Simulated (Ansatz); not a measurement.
# CH2I+ (SMILES [CH2+]I): single points off equilibrium

The task here is to estimate one member of a computed series from the others.

Program: Ansatz 0.2.0, Gaussian basis. Level of theory: single points in def2-TZVPP. These are calculated values, not measurements.

Correlated methods freeze the cores. Filled d shells of the heavier atoms are correlated. Core potentials replace the inner electrons past krypton, and spin-orbit coupling is left out.

## The starting structure

SMILES `[CH2+]I`, 4 atoms, charge 1, spin multiplicity 1.

Atoms are counted from 1 here; the program's logs count them from 0.

Bond lengths: C1–I2 1.973 Å, C1–H3 1.028 Å, C1–H4 1.025 Å. Angles: I2–C1–H3 121.6°, I2–C1–H4 118.4°, H3–C1–H4 120.0°.

As a file:

```xyz
4
CH2I
C    -0.2301    0.0104   -0.0973
I     1.5837   -0.0377    0.6766
H    -0.8090   -0.8363   -0.1646
H    -0.5765    0.8994   -0.4711
```

Set-up of the first run:

Input file run/in.yaml:

```yaml
crystal:
  periodic: [false, false, false]
  atoms:
    - {symbol: C, position_ang: [-0.230100, 0.010400, -0.097300]}
    - {symbol: I, position_ang: [1.583700, -0.037700, 0.676600]}
    - {symbol: H, position_ang: [-0.809000, -0.836300, -0.164600]}
    - {symbol: H, position_ang: [-0.576500, 0.899400, -0.471100]}
basis:
  gaussian: {orbitals: def2-TZVPP}
total_charge: 1
correlation: {method: ccsd_t}
output: {forces: true}
```

The command line of these runs was not kept.

Steps of the session up to this table: CCSD(T)/def2-TZVPP; PBE0-D4/def2-TZVPP; wB97M-V/def2-TZVPP; r2SCAN-D4/def2-TZVPP; PBE-D4/def2-TZVPP; BLYP-D4/def2-TZVPP; r2SCANh-D4/def2-TZVPP.

One of the session's tables, all rows but one given; the rest of the session is left out.

| method | RMS force component (eV/Å) | angle to CCSD(T) forces (°) |
| --- | --- | --- |
| CCSD(T) | 1.336 | reference |
| PBE0-D4 | 1.448 | 3.1 |
| wB97M-V | 1.441 | 5.8 |
| r2SCAN-D4 | ? | ? |
| PBE-D4 | 1.425 | 4.9 |
| BLYP-D4 | 1.279 | 10.7 |
| r2SCANh-D4 | 1.375 | 2.2 |

Estimate the missing values for r2SCAN-D4.

As computed: RMS force component (eV/Å): 1.361; angle to CCSD(T) forces (°): 0.7. In the column «RMS force component (eV/Å)» it lies between CCSD(T) (1.336) and r2SCANh-D4 (1.375).
